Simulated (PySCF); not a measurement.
**TaO2: structure of the doublet**

The task is one start of a wider search on TaO2: the doublet, from a bent start. It is relaxed, tested by its Hessian and followed downhill if it is a saddle.

Program: PySCF 2.14.0. Level of theory: B3LYP, basis Ta def2-TZVP with ECP60, O def2-TZVP, scalar-relativistic core potentials, no spin–orbit coupling, density fitting. These are calculated values, not measurements.

**1. The system as given**

3 atoms, charge 0, spin multiplicity 2.

Bond lengths: Ta1–O2 1.830 Å, Ta1–O3 1.830 Å. Angles: O2–Ta1–O3 110.0°.

```xyz
3
charge 0 multiplicity 2
Ta    0.0000    0.0000    0.0000
O     1.4990    0.0000    1.0496
O    -1.4990    0.0000    1.0496
```

**2. First SCF at the start**

One driver script runs all steps and calls PySCF; scf.py shows how it sets up the SCF of each step. The optimiser is the driver's own. After this first run the driver tries any further starts and a stability analysis.

File scf.py:

```python
from pyscf import gto, scf, dft
mol = gto.M(atom='''
Ta     0.000000     0.000000     0.000000
O      1.499000     0.000000     1.049600
O     -1.499000     0.000000     1.049600''',
    basis={'Ta': 'def2-TZVP', 'O': 'def2-TZVP'},
    ecp={'Ta': 'def2-TZVP'},
    charge=0, spin=1)
mf = dft.UKS(mol, xc='B3LYP')
mf.grids.atom_grid = (50, 194)
aux = {'Ta': 'def2-universal-JKFIT', 'O': 'def2-universal-JKFIT'}
mf = mf.density_fit(auxbasis=aux)
mf.conv_tol = 1e-08
mf.diis_space = 10
mf.max_cycle = 60
mf.init_guess = 'minao'
mf.verbose = 4
mf.kernel()
```

Run with:

```
$ OMP_NUM_THREADS=4 python axn.py task.json out
```

The runs that follow: Relaxing the doublet from the bent start; Vibrations and properties at this point.

Q: Predict the outcome of this session. Wanted: minimum; geometry; wavenumbers; dipole moment; highest occupied, lowest empty level; polar-tensor charge of Ta1; zero-point energy; atomisation energy; ⟨S²⟩.

As calculated:

| quantity | value |
| --- | --- |
| minimum | doublet, C2v |
| geometry | Ta–O 1.731 Å (×2); O–Ta–O 105.8° |
| wavenumbers (cm⁻¹) | 338 (a1), 937 (b2), 1002 (a1) |
| dipole moment | 5.49 D |
| highest occupied, lowest empty level (either spin) | -6.50, -3.98 eV |
| polar-tensor charge of Ta1 | +1.50 e |
| zero-point energy | 13.6 kJ/mol |
| entropy at 298.15 K | 280.2 J/(mol K) |
| atomisation energy (no zero-point energy) | 1416 kJ/mol |
| ⟨S²⟩ | 0.756 |

The molecule stays C2v, as typed, and the end point is a minimum. The strongest infrared band lies at 937 cm⁻¹ (b2, stretch). With 5.5 D the molecule is strongly polar. Most of the spin sits on Ta1 (Mulliken spin 1.14, against 1 for the whole molecule). Other starts or spin states, not run here, may lie lower. Open d and f shells are described by one determinant, and the ground state may have another occupation or spin. Spin–orbit coupling, left out here, can matter for elements this heavy.
